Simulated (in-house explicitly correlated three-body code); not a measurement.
**He with a centre of 10969.8 electron masses: exact states**

The task here is to estimate one member of a computed series from the others.

Method: two electrons, non-relativistic, variational in exponentially correlated functions. Code: in-house explicitly correlated three-body code version 1.

## The system

| Item | Value |
| --- | --- |
| charge of the centre | +2 |
| mass of the centre | 10969.8 electron masses |
| interactions | Coulomb |
| basis | 260 functions exp(−a r1 − b r2 − g r12) a state, exponent ranges optimised |
| units | hartree and bohr; relativity and QED are left out |

Set-up of the first run:

Settings:

```ini
Z = 2.0
nuclear_mass = 10969.758
interaction_strength = 1.0
functions = 260
states_tried = 13
```

The run is started by

```
> python run_hyl.py task.json out
```

One table of the session follows, with a row left open; its other results are not shown here.

```
state  binding (eV)  excitation (eV)  ⟨r12⟩ (bohr)
 1 ¹S       24.5890                0         1.422
 2 ³S       4.76778          19.8212         4.448
 2 ¹S       3.97177          20.6172         5.270
 2 ³P       3.62341          20.9655         4.700
 2 ¹P       3.36952          21.2194         5.139
 3 ³S       1.86895          22.7200         11.00
 3 ¹S       1.66714          22.9218         12.31
 3 ³P       1.58037          23.0086         11.93
 3 ¹P       1.50044          23.0885         12.64
 4 ³S      0.993452          23.5955         20.59
 4 ¹S      0.913851          23.6751         22.37
 4 ³P      0.879528          23.7094         22.21
 4 ¹P             ?                ?             ?
```

Q: Estimate the row for 4 ¹P from the others.

The run gave: binding (eV): 0.845355; excitation (eV): 23.7436; ⟨r12⟩ (bohr): 23.16. In the column «binding (eV)» it is the lowest.
